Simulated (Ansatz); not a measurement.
Run this with the Ansatz DFT code, driven from Python and show what comes out.

`run_energy.py`:
```python
"""Single point of CH5AsNSi."""

import warnings

import ansatz as az
import numpy as np
import pandas as pd

GEOMETRY = """
N    -2.69630   -0.38070   -0.47550
C    -1.66280    0.21320   -0.00820
Si   -0.02350   -0.62560   -0.04510
As    1.57960    0.77050    0.88520
H    -1.75260    1.21030    0.40830
H    -0.09310   -1.87490    0.72710
H     0.34090   -0.92770   -1.43720
H     2.74650   -0.09640    0.30930
H     1.56130    1.71130   -0.36360
"""


def main() -> None:
    warnings.simplefilter("ignore", az.DeckWarning)

    system = az.Crystal.molecule()
    for line in GEOMETRY.strip().splitlines():
        symbol, *xyz = line.split()
        system = system.atom(symbol, [float(v) for v in xyz])

    calc = system.calculation().basis(gaussian="6-31G*").functional("b3lyp").spin("collinear", total=1).forces()
    trace = []
    res = calc.session().plan().execute(on_event=trace.append)
    r = res.report
    for event in trace:
        if event["event"] == "mean_field_evaluation" and event["data"]["evaluation"] <= 25:
            print("pass {evaluation:3d}  E = {energy_ev:.6f} eV  gradient {gradient_ev:.1e}".format(**event["data"]))

    print("reference energy %16.6f eV" % r["reference_energy_ev"])
    print("total energy     %16.6f eV" % r["free_energy_ev"])
    print("occupied (up, down):", r["n_occupied"], " virtual:", r["n_virtual"], " frozen:", r["n_frozen"])

    field = r["mean_field"]
    print("<S^2> =", round(abs(field["state"]["spin_squared"]), 4), " relativity:", field["relativity"])
    print("passes:", field["passes"])
    if "symmetry" in field:
        print("occupied orbitals by irrep:", field["symmetry"]["occupied"])

    symbols = [site.symbol for site in system.cartesian_sites]
    forces = np.array(r["forces_ev_ang"])
    print("largest force", round(float(np.linalg.norm(forces, axis=1).max()), 4), "eV/A, rms", round(float(np.sqrt((forces ** 2).mean())), 4))

    charges = r["charge_distribution"]
    table = pd.DataFrame({"atom": symbols, "mulliken": charges["mulliken_charges_e"], "lowdin": charges["lowdin_charges_e"]})
    print(table.round(3).to_string())
    print("dipole (e A):", np.round(charges["dipole_moment_e_ang"], 4) + 0.0)


if __name__ == "__main__":
    main()
```

```console
$ python run_energy.py
pass   1  E = -71315.680196 eV  gradient 2.4e+01
pass   2  E = -71312.315267 eV  gradient 3.5e+01
pass   3  E = -71318.213407 eV  gradient 1.1e+01
pass   4  E = -71318.718203 eV  gradient 3.3e+00
pass   5  E = -71318.772015 eV  gradient 6.4e-01
pass   6  E = -71318.771962 eV  gradient 6.4e-01
pass   7  E = -71318.878630 eV  gradient 7.0e-01
pass   8  E = -71318.882320 eV  gradient 3.9e-01
pass   9  E = -71318.883390 eV  gradient 1.6e-01
pass  10  E = -71318.883786 eV  gradient 7.6e-02
pass  11  E = -71318.884020 eV  gradient 3.9e-02
pass  12  E = -71318.884026 eV  gradient 3.9e-02
pass  13  E = -71318.884083 eV  gradient 1.6e-02
pass  14  E = -71318.884088 eV  gradient 3.9e-03
pass  15  E = -71318.884088 eV  gradient 3.9e-03
pass  16  E = -71318.884088 eV  gradient 1.1e-03
pass  17  E = -71318.884088 eV  gradient 4.6e-04
pass  18  E = -71318.884088 eV  gradient 4.7e-04
pass  19  E = -71318.884088 eV  gradient 2.5e-04
pass  20  E = -71318.884088 eV  gradient 5.8e-05
pass  21  E = -71318.884088 eV  gradient 5.8e-05
pass  22  E = -71318.884088 eV  gradient 5.8e-05
reference energy    -71318.884330 eV
total energy        -71318.884330 eV
occupied (up, down): [33, 32]  virtual: [61, 62]  frozen: 0
<S^2> = 0.7622  relativity: none
passes: {'evaluations': 18, 'products': 17}
occupied orbitals by irrep: [{'A': 33}, {'A': 32}]
largest force 3.0479 eV/A, rms 0.8033
  atom  mulliken  lowdin
0    N    -0.253   0.026
1    C    -0.123  -0.299
2   Si     0.353   0.200
3   As    -0.163  -0.090
4    H     0.189   0.161
5    H    -0.043  -0.041
6    H    -0.041  -0.046
7    H     0.041   0.047
8    H     0.039   0.042
dipole (e A): [0.3629 0.1705 0.0711]
```

Total energies depend on the basis set; only differences at equal settings carry meaning. The geometry is a force-field or estimated start, not a minimum of this method, and the basis set is short of its limit. The species is open-shell (spin multiplicity 2). The Löwdin charges here are taken after orthogonalising the functions within each atom; they differ from plain Löwdin charges, and their signs can be unphysical. b3lyp holds the VWN-RPA fit, as in Gaussian; the form of ORCA and Turbomole is b3lyp5. Early passes use coarser integrals and grids, so their energies can't be compared with the last. Wall time of the script: 7.6 s on 1 thread of Arm Neoverse V2 (shared host), peak memory 0.39 GiB.

(A comment or docstring line of the script was reworded after the run, the code is as it ran; lines on the test bed's own set-up are left out of the output.)
